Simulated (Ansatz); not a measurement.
# BFH₃NS (SMILES NB(F)S): one structure at several levels

How do the functionals fare away from a minimum? The structure is a structure displaced at random from a GFN2-xTB minimum.

Program: Ansatz 0.2.0, Gaussian basis. Level of theory: single points in def2-TZVPP. These are calculated values, not measurements.

Cores are frozen in the correlated methods.

## Step 1: Starting geometry

SMILES `NB(F)S`, 7 atoms, charge 0, spin multiplicity 1.

Atoms are counted from 1 here; the program's logs count them from 0.

Bond lengths: N1–B2 1.390 Å, N1–H5 0.993 Å, N1–H6 1.055 Å, B2–F3 1.383 Å, B2–S4 1.802 Å, S4–H7 1.297 Å. Angles: B2–N1–H5 126.5°, B2–N1–H6 126.8°, H5–N1–H6 105.6°, N1–B2–F3 116.9°, N1–B2–S4 123.9°, F3–B2–S4 119.0°, B2–S4–H7 94.9°.

As a file:

```mol
BFH3NS
  3D, bonds by distance, orders not assigned

  7  6  0  0  0  0  0  0  0  0999 V2000
   -0.1186    0.7425    0.5619 N   0  0
    0.2022   -0.5616    0.2026 B   0  0
    0.6391   -1.3986    1.2131 F   0  0
    0.2010   -1.1672   -1.4951 S   0  0
   -0.4891    1.4448   -0.0347 H   0  0
   -0.2183    1.1218    1.5415 H   0  0
   -0.1872   -0.0427   -2.0126 H   0  0
  1  2  8  0
  1  5  8  0
  1  6  8  0
  2  3  8  0
  2  4  8  0
  4  7  8  0
M  END
```

## Step 2: CCSD(T)/def2-TZVPP

run/in.yaml

```yaml
crystal:
  periodic: [false, false, false]
  atoms:
    - {symbol: N, position_ang: [-0.118600, 0.742500, 0.561900]}
    - {symbol: B, position_ang: [0.202200, -0.561600, 0.202600]}
    - {symbol: F, position_ang: [0.639100, -1.398600, 1.213100]}
    - {symbol: S, position_ang: [0.201000, -1.167200, -1.495100]}
    - {symbol: H, position_ang: [-0.489100, 1.444800, -0.034700]}
    - {symbol: H, position_ang: [-0.218300, 1.121800, 1.541500]}
    - {symbol: H, position_ang: [-0.187200, -0.042700, -2.012600]}
basis:
  gaussian: {orbitals: def2-TZVPP}
correlation: {method: ccsd_t}
output: {forces: true}
```

The command line of these runs was not kept.

## Step 3: PBE0-D4/def2-TZVPP

Edit run/in.yaml of step 2 so:

```diff
@@ -12,3 +12,3 @@
   gaussian: {orbitals: def2-TZVPP}
-correlation: {method: ccsd_t}
-output: {forces: true}
+hamiltonian: {xc: pbe0, dispersion: d4}
+output: {forces: true, orbitals: {seedname: orbitals}}
```

## Step 4: wB97M-V/def2-TZVPP

Edit run/in.yaml of step 3 so:

```diff
@@ -12,3 +12,3 @@
   gaussian: {orbitals: def2-TZVPP}
-hamiltonian: {xc: pbe0, dispersion: d4}
-output: {forces: true, orbitals: {seedname: orbitals}}
+hamiltonian: {xc: {name: wB97M-V}}
+output: {forces: true}
```

## Step 5: r2SCAN-D4/def2-TZVPP

Edit run/in.yaml of step 4 so:

```diff
@@ -12,3 +12,3 @@
   gaussian: {orbitals: def2-TZVPP}
-hamiltonian: {xc: {name: wB97M-V}}
+hamiltonian: {xc: r2scan, dispersion: d4}
 output: {forces: true}
```

## Step 6: PBE-D4/def2-TZVPP

Edit run/in.yaml of step 5 so:

```diff
@@ -12,3 +12,3 @@
   gaussian: {orbitals: def2-TZVPP}
-hamiltonian: {xc: r2scan, dispersion: d4}
+hamiltonian: {xc: pbe, dispersion: d4}
 output: {forces: true}
```

## Step 7: r2SCANh-D4/def2-TZVPP

Edit run/in.yaml of step 6 so:

```diff
@@ -12,3 +12,3 @@
   gaussian: {orbitals: def2-TZVPP}
-hamiltonian: {xc: pbe, dispersion: d4}
+hamiltonian: {xc: {name: r2SCANh}, dispersion: d4}
 output: {forces: true}
```

## Step 8: r2SCAN0-D4/def2-TZVPP

Edit run/in.yaml of step 7 so:

```diff
@@ -12,3 +12,3 @@
   gaussian: {orbitals: def2-TZVPP}
-hamiltonian: {xc: {name: r2SCANh}, dispersion: d4}
+hamiltonian: {xc: {name: r2SCAN0}, dispersion: d4}
 output: {forces: true}
```

(Steps that only read results are left out.)

**Question.** What will these runs give? Wanted: energy less free atoms, CCSD(T)/def2-TZVPP; RMS force component; RMS force error; HOMO and LUMO, PBE0-D4; T1 diagnostic.

**Answer**, as computed:

| quantity | value |
| --- | --- |
| energy less free atoms, CCSD(T)/def2-TZVPP | -2584.5 kJ/mol |
| RMS force component | 0.966 to 1.066 eV/Å over the methods |
| RMS force error | PBE0-D4 0.090, wB97M-V 0.066, r2SCAN-D4 0.072, PBE-D4 0.218, r2SCANh-D4 0.080, r2SCAN0-D4 0.147 eV/Å |
| HOMO and LUMO, PBE0-D4 | -7.53 and 0.36 eV |
| T1 diagnostic | 0.012 |

Against CCSD(T) the functionals' energies less atoms differ by -161.0 to -42.2 kJ/mol, PBE-D4 by -161.0 kJ/mol. The reference is not at the basis limit: in triple zeta CCSD(T) underbinds, which counts against methods that bind more; the gaps are no ranking. The forces of wB97M-V come nearest to CCSD(T), those of PBE-D4 are farthest. Frozen-core CCSD(T) forces in triple zeta carry basis errors of their own, and this is one geometry, so small gaps rank nothing.
